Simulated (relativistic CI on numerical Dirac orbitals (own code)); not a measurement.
# Co²⁺: 3s photoemission multiplets

Aim: the 3s photoemission spectrum of Co²⁺ in 4 surroundings, from the same atomic integrals.

Program: relativistic CI on numerical Dirac orbitals (own code) version 1. Level of theory: Dirac-Coulomb-Breit CI, KLI orbitals optimised for each configuration, model QED (radiative potential, 1s self-energy scaled to tabulated hydrogen-like ionisation energies), valence Slater integrals scaled by 0.8, multiplet model of photoemission in the sudden approximation. These are calculated values, not measurements, unless marked.

## Step 1: The system

- ion: Co²⁺ (Co III)
- nuclear charge: 27
- electrons: 25
- configurations: [Ar] 3d7 → [Ne] 3s 3p6 3d7
- temperature: 80 K
- widths: Lorentz 1.05 eV, Gauss 0.6 eV
- surrounding 1: free ion
- surrounding 2: Oh, 10Dq = 3250 cm⁻¹
- surrounding 3: Oh, 10Dq = 8950 cm⁻¹
- surrounding 4: Oh, 10Dq = 14700 cm⁻¹

## Step 2: Surrounding 1: free ion

Input settings:

```ini
atom Co  Z=27  charge=2  electrons=25
nucleus A=59  rms_radius_fm=3.7875
hamiltonian dirac-coulomb  breit=on  qed=on  c_scale=1
orbitals kli  potential=per-configuration
slater_scale 0.8
correlation none
mixing on
configurations
  [Ar] 3d7
  [Ne] 3s 3p6 3d7
end
photoemission 3s T=80 lorentz=1.05 gauss=0.6
crystal_field free
```

## Step 3: Surrounding 2: Oh, 10Dq = 3250

Settings: those of step 2 with these lines changed.

```diff
@@ -12,2 +12,2 @@
 photoemission 3s T=80 lorentz=1.05 gauss=0.6
-crystal_field free
+crystal_field Oh 10Dq=3250
```

## Step 4: Surrounding 3: Oh, 10Dq = 8950

Settings: those of step 3 with these lines changed.

```diff
@@ -12,2 +12,2 @@
 photoemission 3s T=80 lorentz=1.05 gauss=0.6
-crystal_field Oh 10Dq=3250
+crystal_field Oh 10Dq=8950
```

## Step 5: Surrounding 4: Oh, 10Dq = 14700

Settings: those of step 4 with these lines changed.

```diff
@@ -12,2 +12,2 @@
 photoemission 3s T=80 lorentz=1.05 gauss=0.6
-crystal_field Oh 10Dq=8950
+crystal_field Oh 10Dq=14700
```

(Steps that only read results are left out.)

**Question.** What will these runs give? Wanted: highest peak, first run; ground spin.

The runs gave:

| surrounding | ground S | centroid (eV) | spread (eV) | up to four highest peaks (% of the highest), eV |
| --- | --- | --- | --- | --- |
| 1: free | 1.50 | 139.68 | 3.99 | 136.6 (100), 144.8 (59) |
| 2: Oh | 1.50 | 139.68 | 3.99 | 136.6 (100), 144.8 (59) |
| 3: Oh | 1.50 | 139.69 | 3.99 | 136.6 (100), 144.8 (59) |
| 4: Oh | 1.50 | 139.69 | 3.99 | 136.6 (100), 144.8 (59) |

```
                           quantity     value
            highest peak, first run  136.6 eV
ground spin (effective S from ⟨S²⟩)      1.50
```

The highest peak stays in place, within the step of the energy grid, in all surroundings. Energies are those of the free ion without screening by ligands; binding energies in solids differ by tens of eV. The exchange splitting of an s hole comes out too large without intra-shell correlation.
